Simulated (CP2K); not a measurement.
Crystal: WAu.

```
W Au
1.0
     4.11424    0.00000    0.00000
     2.05712    3.56304    0.00000
     2.05712    1.18768    3.35927
W Au
1 1
Cartesian
  0.0000 0.0000 0.0000
  6.1714 3.5630 2.5194
```

The cell was built by a generator and needn't be a form met in nature.

Base run:

* Program: CP2K 2026.2
* Functional: vdW-DF-cx
* Potentials or basis: POTENTIAL_UZH W GTH-PBE-q14, Au GTH-PBE-q11; TZVP-MOLOPT-PBE-GTH basis
* Density cutoff: 9524 eV
* k mesh: 8 × 8 × 8
* Occupations: fermi-dirac, width 0.05 eV
* Spin: no spin polarisation

Its results: band gap on the k mesh none (metal or under the smearing width); pressure -1.5 GPa.

After a change of settings the same cell gave: band gap on the k mesh none (metal or under the smearing width); pressure 1.7 GPa. Which change was it?
A. functional from vdW-DF-cx to LDA
B. functional from vdW-DF-cx to WC
C. functional from vdW-DF-cx to PW91
D. functional from vdW-DF-cx to HLE17

C.

Caveats: the potentials were made for another functional, which shifts forces and pressure; the basis of atomic orbitals isn't converged, which shifts pressures, moduli and gaps.

Runs at the PBE level aren't shown here.
